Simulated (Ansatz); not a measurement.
# C₂H₁₀AlNSi: how energies converge with the basis set

The task here is to estimate one member of a computed series from the others.

Program: Ansatz 0.2.0, Gaussian basis. Level of theory: one geometry, several basis sets. These are calculated values, not measurements.

Levels to be run: PBE0-D4/def2-SVP; ωB97M-V/def2-SVP; PBE0-D4/def2-QZVPP; ωB97M-V/def2-QZVPP; the functionals' def2-TZVPP values are taken from earlier runs.

## Structure used throughout

An earlier PBE0-D4 in a triple-zeta def2 set relaxation fixed the geometry.

SMILES `C[SiH](N)[CH2][AlH2]`, 15 atoms, charge 0, spin multiplicity 1.

Atoms are counted from 1 here; the program's logs count them from 0.

Bond lengths: C1–Si2 1.872 Å, C1–H6 1.092 Å, C1–H7 1.097 Å, C1–H8 1.094 Å, Si2–N3 1.724 Å, Si2–C4 1.873 Å, Si2–H9 1.491 Å, N3–H10 1.008 Å, N3–H11 1.007 Å, C4–Al5 1.942 Å, C4–H12 1.097 Å, C4–H13 1.096 Å, Al5–H14 1.593 Å, Al5–H15 1.589 Å. Angles: Si2–C1–H6 111.2°, Si2–C1–H7 111.2°, Si2–C1–H8 111.4°, H6–C1–H7 107.0°, H6–C1–H8 108.4°, H7–C1–H8 107.6°, C1–Si2–N3 108.7°, C1–Si2–C4 108.2°, C1–Si2–H9 110.2°, N3–Si2–C4 114.0°, N3–Si2–H9 105.1°, C4–Si2–H9 110.5°, Si2–N3–H10 120.8°, Si2–N3–H11 119.5°, H10–N3–H11 110.6°, Si2–C4–Al5 111.7°, Si2–C4–H12 107.2°, Si2–C4–H13 109.9° and more.

The first run:

File in.yaml:

```yaml
crystal:
  periodic: [false, false, false]
  atoms:
    - {symbol: C, position_ang: [-1.512639, -0.458999, 0.904571]}
    - {symbol: Si, position_ang: [0.338518, -0.179534, 0.917944]}
    - {symbol: N, position_ang: [1.122434, -1.651992, 0.483387]}
    - {symbol: C, position_ang: [0.722699, 1.255029, -0.223288]}
    - {symbol: Al, position_ang: [-0.103291, 1.028675, -1.966785]}
    - {symbol: H, position_ang: [-1.802888, -1.212009, 1.640258]}
    - {symbol: H, position_ang: [-1.851283, -0.820432, -0.074123]}
    - {symbol: H, position_ang: [-2.057131, 0.463833, 1.122910]}
    - {symbol: H, position_ang: [0.805559, 0.115241, 2.302962]}
    - {symbol: H, position_ang: [0.977224, -2.066135, -0.423958]}
    - {symbol: H, position_ang: [2.058729, -1.828911, 0.808324]}
    - {symbol: H, position_ang: [1.813844, 1.302968, -0.327723]}
    - {symbol: H, position_ang: [0.385739, 2.193752, 0.230792]}
    - {symbol: H, position_ang: [0.282145, -0.233942, -2.857777]}
    - {symbol: H, position_ang: [-1.201457, 2.041757, -2.507994]}
basis:
  gaussian: {orbitals: def2-SVP}
hamiltonian: {xc: pbe0, dispersion: d4}
output: {orbitals: {seedname: orbitals}}
```

Launch:

```
> ansatz run in.yaml --threads 4 --pin off --events-out ev --progress --plain --max-ram 10444MiB
```

Steps of the session up to this table: PBE0-D4 in def2-SVP; ωB97M-V in def2-SVP; PBE0-D4 in def2-QZVPP; ωB97M-V in def2-QZVPP.

One of the session's tables, all rows but one given; the rest of the session is left out.

It belongs to the step «Functionals by basis». 

| functional | basis | HOMO (eV) | LUMO (eV) |
| --- | --- | --- | --- |
| PBE0-D4 | def2-SVP | ? | ? |
| PBE0-D4 | def2-TZVPP | -7.12 | -1.31 |
| PBE0-D4 | def2-QZVPP | -7.15 | -1.35 |
| ωB97M-V | def2-SVP | -9.23 | 0.42 |
| ωB97M-V | def2-TZVPP | -9.43 | 0.28 |
| ωB97M-V | def2-QZVPP | -9.46 | 0.10 |

Estimate the missing values for PBE0-D4, def2-SVP.

As computed: HOMO (eV): -6.92; LUMO (eV): -1.26. In the column «HOMO (eV)» it is the highest.
